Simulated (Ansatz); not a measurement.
# ClF2H2NSi: the cost of one run

The runs use Ansatz 0.2.0, Gaussian basis; PBE0-D4/def2-TZVP structures, single points in def2-TZVPP, no counterpoise correction.

Levels: SPW92, PBE-D4, BLYP-D4, r2SCAN-D4, B97M-V, PBE0-D4, B3LYP-D4, r2SCAN0-D4, BHLYP-D4, CAM-B3LYP-D4, wB97X-V, wB97M-V, B2PLYP, PBE-QIDH, RPA on PBE, Hartree-Fock, MP2, CCSD, CCSD(T).

Cores are frozen in the correlated methods. B3LYP uses VWN-RPA correlation. B2PLYP carries no dispersion term here.

114 further runs of the same task are left out: 1 that didn't finish, 113 set aside as unsound or not needed.

**1. Starting geometry**

The complex: 15 atoms, charge 0, spin multiplicity 1.

Atoms are counted from 1 here; the program's logs count them from 0.

Bond lengths: Si1–F3 1.579 Å, Si1–F4 1.577 Å, Si1–Cl5 2.020 Å, Si1–N7 1.688 Å, Si2–H8 1.484 Å, Si2–H10 1.479 Å, Si2–H11 1.488 Å, Si2–H12 1.489 Å, H6–O9 0.966 Å, N7–H13 1.010 Å, N7–H14 1.008 Å, O9–H15 0.960 Å. Angles: F3–Si1–F4 107.2°, F3–Si1–Cl5 106.4°, F3–Si1–N7 110.7°, F4–Si1–Cl5 109.8°, F4–Si1–N7 107.5°, Cl5–Si1–N7 115.1°, H8–Si2–H10 111.7°, H8–Si2–H11 109.6°, H8–Si2–H12 108.0°, H10–Si2–H11 110.8°, H10–Si2–H12 109.3°, H11–Si2–H12 107.2°, Si1–N7–H13 119.9°, Si1–N7–H14 118.1°, H13–N7–H14 111.6°, H6–O9–H15 104.7°.

Coordinates:

```mol
ClF2H8NOSi2
  3D, bonds by distance, orders not assigned

 15 12  0  0  0  0  0  0  0  0999 V2000
   -1.2931    0.0564   -1.7443 Si  0  0
    0.2700   -0.2194    2.3844 Si  0  0
   -1.0770    1.5566   -1.3002 F   0  0
   -1.5506    0.0634   -3.3000 F   0  0
   -2.9468   -0.5905   -0.7811 Cl  0  0
    1.4720    0.6138   -0.6802 H   0  0
    0.0998   -0.8558   -1.4649 N   0  0
   -0.6665    0.6325    1.6103 H   0  0
    1.8425    1.0894    0.0749 O   0  0
    1.3843    0.5696    2.9527 H   0  0
    0.7852   -1.3132    1.5163 H   0  0
   -0.4947   -0.8588    3.4899 H   0  0
    0.2591   -1.2667   -0.5557 H   0  0
    0.4320   -1.4544   -2.2054 H   0  0
    1.4836    1.9772    0.0032 H   0  0
  1  3  8  0
  1  4  8  0
  1  5  8  0
  1  7  8  0
  2  8  8  0
  2 10  8  0
  2 11  8  0
  2 12  8  0
  6  9  8  0
  7 13  8  0
  7 14  8  0
  9 15  8  0
M  END
```

Its parts: ClF₂H₂NSi holds atoms 1, 3, 4, 5, 7, 13, 14; SiH₄ holds atoms 2, 8, 10, 11, 12; H₂O holds atoms 6, 9, 15. Each part counts its atoms afresh in its own runs.

**2. Relaxing ClF₂H₂NSi alone**

relax-a/in.yaml reads:

```yaml
crystal:
  periodic: [false, false, false]
  atoms:
    - {symbol: Si, position_ang: [-1.293125, 0.056356, -1.744260]}
    - {symbol: F, position_ang: [-1.077043, 1.556633, -1.300233]}
    - {symbol: F, position_ang: [-1.550573, 0.063385, -3.299960]}
    - {symbol: Cl, position_ang: [-2.946820, -0.590478, -0.781147]}
    - {symbol: N, position_ang: [0.099826, -0.855822, -1.464870]}
    - {symbol: H, position_ang: [0.259105, -1.266701, -0.555689]}
    - {symbol: H, position_ang: [0.432031, -1.454416, -2.205376]}
basis:
  gaussian: {orbitals: def2-TZVP}
hamiltonian: {xc: pbe0, dispersion: d4}
relax: {f_tol: 0.005, max_steps: 200}
```

The run is started by

```bash
ansatz run in.yaml --threads 4 --pin off --events-out ev --progress --plain --max-ram 46080MiB --backend cuda --devices 0, --max-vram 37GiB
```

Q: Estimate wall time and peak memory on 1 × a share of an NVIDIA H100 with 4 threads of AMD EPYC 7R13, shared host.

About 23 s, with a peak of 0.9 GiB on the host.
